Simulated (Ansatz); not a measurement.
# F2IrO: the cost of one run

Program: Ansatz 0.2.0. Level of theory: the levels named in each step. These are calculated values, not measurements.

### 1 Starting point

Bond lengths: O2–Ir3 1.775 Å, Ir3–F4 1.961 Å. Angles: O2–Ir3–F4 119.2°.

Structure file:

```xyz
4

F    -2.6547   -0.2259   -0.0501
O    -1.2396   -0.8046    0.4523
Ir    0.1713    0.1499   -0.0485
F     1.9658   -0.6128    0.1594
```

### 2 A rough first relaxation, PBE-D4/def2-SVP

This run stands in another session on the same molecule. It ended at:

```xyz
4

F    -1.7417    0.4170   -0.9025
O    -0.9108   -1.3351    1.4965
Ir   -0.4536   -0.4009    0.1676
F     1.3489   -0.1745   -0.2484
```

### 3 Relaxation, PBE0-D4/def2-TZVPP

Input file input.yaml:

```yaml
crystal:
  periodic: [false, false, false]
  atoms:
    - { symbol: F, position_ang: [-1.74166825, 0.41701211, -0.90250744] }
    - { symbol: O, position_ang: [-0.91081584, -1.33506288, 1.49648553] }
    - { symbol: Ir, position_ang: [-0.45356511, -0.40094377, 0.16758836] }
    - { symbol: F, position_ang: [1.3488892, -0.17448546, -0.24844646] }
magnetization:
  spin_polarized: true
  initial_magnetization: 1
basis:
  gaussian: { orbitals: def2-TZVPP }
hamiltonian:
  xc: pbe0
  dispersion: d4
relax:
  f_tol: 0.002
  max_steps: 150
```

Run with:

```sh
$ ansatz run input.yaml --threads 4 --pin off --max-ram 10240MiB --backend cpu --events-out ev --progress --plain --runs-dir out
```

**Question.** How long does this run take on 4 threads of Intel Xeon 6975P-C (Granite Rapids), shared host, and how much memory does it need?

About 9.6 s, with a peak of 0.4 GiB.
